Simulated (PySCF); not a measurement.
# C3H5ClGe: the cost of one run

Programs: PySCF 2.14.0, with density-fitted response routines of our own. Each step states its level of theory. These are calculated values for one molecule in the gas phase, unless marked as measured. Atoms count from 0, in the outputs and in this text.

## (1) Starting geometry

10 atoms, charge 0, multiplicity 1; geometry from: GFN2-xTB. The atoms were then displaced at random by about 0.01 Å, so the start is not that level's minimum.

Bonds of the start (Å): Cl0–Ge1 2.13, Ge1–C2 1.99, C2–C3 1.31, C3–C4 1.47, C4–Ge1 2.03, Ge1–H5 1.54, C2–H6 1.06, C3–H7 1.10, C4–H8 1.12, C4–H9 1.08.

## (2) Geometry optimisation at PBE0-D3(BJ)/def2-SVP

What the job is given:

```
{"job": {"xc": "PBE0", "basis": "def2-SVP", "d3": "d3bj", "grid": 1, "shake": 0.01, "kind": "geom"}, "charge": 0, "multiplicity": 1}
Cl     2.825940    -0.214360    -0.997780
Ge     1.165920    -0.363350     0.332780
C     -0.516930    -1.169760    -0.364360
C     -1.129570    -0.012670    -0.292450
C     -0.264790     1.068750     0.207200
H      1.753190    -0.778490     1.690840
H     -0.875090    -2.117290    -0.689940
H     -2.183180     0.160090    -0.553000
H     -0.624180     1.545580     1.153460
H     -0.100890     1.860580    -0.507800
```

Launch:

```console
$ OMP_NUM_THREADS=1 python probes_run.py task.json out
```

This one command runs all jobs of the session in turn.

**Question.** How long does this first job take on 1 thread of Arm Neoverse V1, shared host, and how much memory does it need?

About 93 s, with a peak of 0.48 GiB.
